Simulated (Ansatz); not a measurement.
# C7H12: how energies converge with the basis set

The task here is to estimate one member of a computed series from the others.

The runs use Ansatz 0.2.0, Gaussian basis; one geometry, several basis sets.

Levels to be run: PBE0-D4/def2-SVP; ωB97M-V/def2-SVP; PBE0-D4/def2-QZVPP; ωB97M-V/def2-QZVPP; the functionals' def2-TZVPP values are taken from earlier runs.

## Structure used throughout

An earlier PBE0-D4 in a triple-zeta def2 set relaxation fixed the geometry.

SMILES `CCC1C=CCC1`, 19 atoms, charge 0, spin multiplicity 1.

Atoms are counted from 1 here; the program's logs count them from 0.

Bond lengths: C1–C2 1.519 Å, C1–H8 1.094 Å, C1–H9 1.093 Å, C1–H10 1.092 Å, C2–C3 1.523 Å, C2–H11 1.097 Å, C2–H12 1.096 Å, C3–C4 1.504 Å, C3–C7 1.541 Å, C3–H13 1.102 Å, C4–C5 1.327 Å, C4–H14 1.085 Å, C5–C6 1.500 Å, C5–H15 1.084 Å, C6–C7 1.536 Å, C6–H16 1.098 Å, C6–H17 1.094 Å, C7–H18 1.095 Å and more. Angles: C2–C1–H8 111.0°, C2–C1–H9 111.4°, C2–C1–H10 111.4°, H8–C1–H9 107.5°, H8–C1–H10 107.7°, H9–C1–H10 107.6°, C1–C2–C3 113.2°, C1–C2–H11 110.0°, C1–C2–H12 109.5°, C3–C2–H11 108.6°, C3–C2–H12 109.0°, H11–C2–H12 106.3°, C2–C3–C4 114.3°, C2–C3–C7 114.2°, C2–C3–H13 107.5°, C4–C3–C7 102.2°, C4–C3–H13 108.6°, C7–C3–H13 109.8° and more.

Set-up of the first run:

File in.yaml:

```yaml
crystal:
  periodic: [false, false, false]
  atoms:
    - {symbol: C, position_ang: [1.043523, -1.377321, -1.829937]}
    - {symbol: C, position_ang: [1.339471, -0.403183, -0.702762]}
    - {symbol: C, position_ang: [0.128770, 0.423620, -0.289646]}
    - {symbol: C, position_ang: [0.402610, 1.416899, 0.805412]}
    - {symbol: C, position_ang: [-0.558267, 1.439517, 1.721028]}
    - {symbol: C, position_ang: [-1.657876, 0.471803, 1.396143]}
    - {symbol: C, position_ang: [-1.029073, -0.403317, 0.301344]}
    - {symbol: H, position_ang: [0.682632, -0.850674, -2.718311]}
    - {symbol: H, position_ang: [0.276075, -2.100257, -1.541556]}
    - {symbol: H, position_ang: [1.935331, -1.939512, -2.115956]}
    - {symbol: H, position_ang: [1.707193, -0.947206, 0.175394]}
    - {symbol: H, position_ang: [2.147119, 0.272617, -1.005647]}
    - {symbol: H, position_ang: [-0.219005, 0.970170, -1.180854]}
    - {symbol: H, position_ang: [1.277796, 2.057989, 0.804251]}
    - {symbol: H, position_ang: [-0.584867, 2.100840, 2.579690]}
    - {symbol: H, position_ang: [-2.541758, 1.010290, 1.030061]}
    - {symbol: H, position_ang: [-1.989374, -0.108977, 2.261703]}
    - {symbol: H, position_ang: [-0.609800, -1.305429, 0.759862]}
    - {symbol: H, position_ang: [-1.750482, -0.727866, -0.450198]}
basis:
  gaussian: {orbitals: def2-SVP}
hamiltonian: {xc: pbe0, dispersion: d4}
output: {orbitals: {seedname: orbitals}}
```

Run with:

```console
ansatz run in.yaml --threads 2 --pin off --events-out ev --progress --plain --max-ram 32768MiB --backend cpu
```

Steps of the session up to this table: PBE0-D4 in def2-SVP; ωB97M-V in def2-SVP; PBE0-D4 in def2-QZVPP; ωB97M-V in def2-QZVPP.

One table of the session follows, with a row left open; its other results are not shown here.

It belongs to the step «Functionals by basis». 

| functional | basis | HOMO (eV) | LUMO (eV) |
| --- | --- | --- | --- |
| PBE0-D4 | def2-SVP | -6.80 | 0.78 |
| PBE0-D4 | def2-TZVPP | ? | ? |
| PBE0-D4 | def2-QZVPP | -6.83 | 0.54 |
| ωB97M-V | def2-SVP | -9.03 | 2.96 |
| ωB97M-V | def2-TZVPP | -9.05 | 2.65 |
| ωB97M-V | def2-QZVPP | -9.06 | 1.99 |

Q: Estimate the row for PBE0-D4, def2-TZVPP from the others.

**Answer.** HOMO (eV): -6.82; LUMO (eV): 0.60. In the column «HOMO (eV)» it lies between PBE0-D4, def2-QZVPP (-6.83) and PBE0-D4, def2-SVP (-6.80).
